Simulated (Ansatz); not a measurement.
# CH4ClFOSn: the cost of one run

Program: Ansatz 0.2.0, Gaussian basis. Level of theory: the settings change from run to run. These are calculated values, not measurements.

1 further run of the same task is left out (for a known fault of the program). Runs told in other sessions of the task aren't counted.

**1. The molecule**

The structure was relaxed beforehand with PBE0-D4 in a triple-zeta def2 set. Sn takes a core potential in def2 sets; no spin-orbit term is included.

SMILES `[OH][SnH]([Cl])[CH2]F`, 9 atoms, charge 0, spin multiplicity 1.

Atoms are counted from 1 here; the program's logs count them from 0.

Bond lengths: O1–Sn2 1.956 Å, O1–H6 0.960 Å, Sn2–Cl3 2.336 Å, Sn2–C4 2.155 Å, Sn2–H7 1.702 Å, C4–F5 1.381 Å, C4–H8 1.092 Å, C4–H9 1.092 Å. Angles: Sn2–O1–H6 114.2°, O1–Sn2–Cl3 105.9°, O1–Sn2–C4 104.0°, O1–Sn2–H7 111.6°, Cl3–Sn2–C4 109.2°, Cl3–Sn2–H7 107.0°, C4–Sn2–H7 118.5°, Sn2–C4–F5 110.2°, Sn2–C4–H8 108.6°, Sn2–C4–H9 109.8°, F5–C4–H8 109.2°, F5–C4–H9 109.2°, H8–C4–H9 109.9°.

Coordinates:

```xyz
9
CH4ClFOSn
O     0.6938    1.8802   -0.3715
Sn    0.7630   -0.0399   -0.0068
Cl    1.5087   -0.2477    2.1968
C    -1.2966   -0.6646   -0.1184
F    -1.4412   -1.6660   -1.0578
H     1.4835    2.3594   -0.1092
H     1.9056   -0.8252   -0.9941
H    -1.9058    0.1938   -0.4112
H    -1.6228   -1.0362    0.8550
```

**2. revPBE0/ANO-RCC-VTZP**

File in.yaml:

```yaml
crystal:
  periodic: [false, false, false]
  atoms:
    - {symbol: O, position_ang: [0.693813, 1.880232, -0.371536]}
    - {symbol: Sn, position_ang: [0.763027, -0.039866, -0.006834]}
    - {symbol: Cl, position_ang: [1.508749, -0.247735, 2.196838]}
    - {symbol: C, position_ang: [-1.296633, -0.664560, -0.118413]}
    - {symbol: F, position_ang: [-1.441192, -1.665968, -1.057775]}
    - {symbol: H, position_ang: [1.483485, 2.359437, -0.109170]}
    - {symbol: H, position_ang: [1.905634, -0.825233, -0.994139]}
    - {symbol: H, position_ang: [-1.905774, 0.193795, -0.411167]}
    - {symbol: H, position_ang: [-1.622806, -1.036202, 0.854998]}
basis:
  gaussian: {orbitals: ANO-RCC-VTZP}
hamiltonian: {xc: {name: revPBE0}}
```

Launch:

```sh
> ansatz run in.yaml --threads 4 --pin off --events-out ev --progress --plain --max-ram 10444MiB
```

Q: Estimate wall time and peak memory on 4 threads of Arm Neoverse V2, shared host.

About 7.5 s, with a peak of 0.96 GiB.
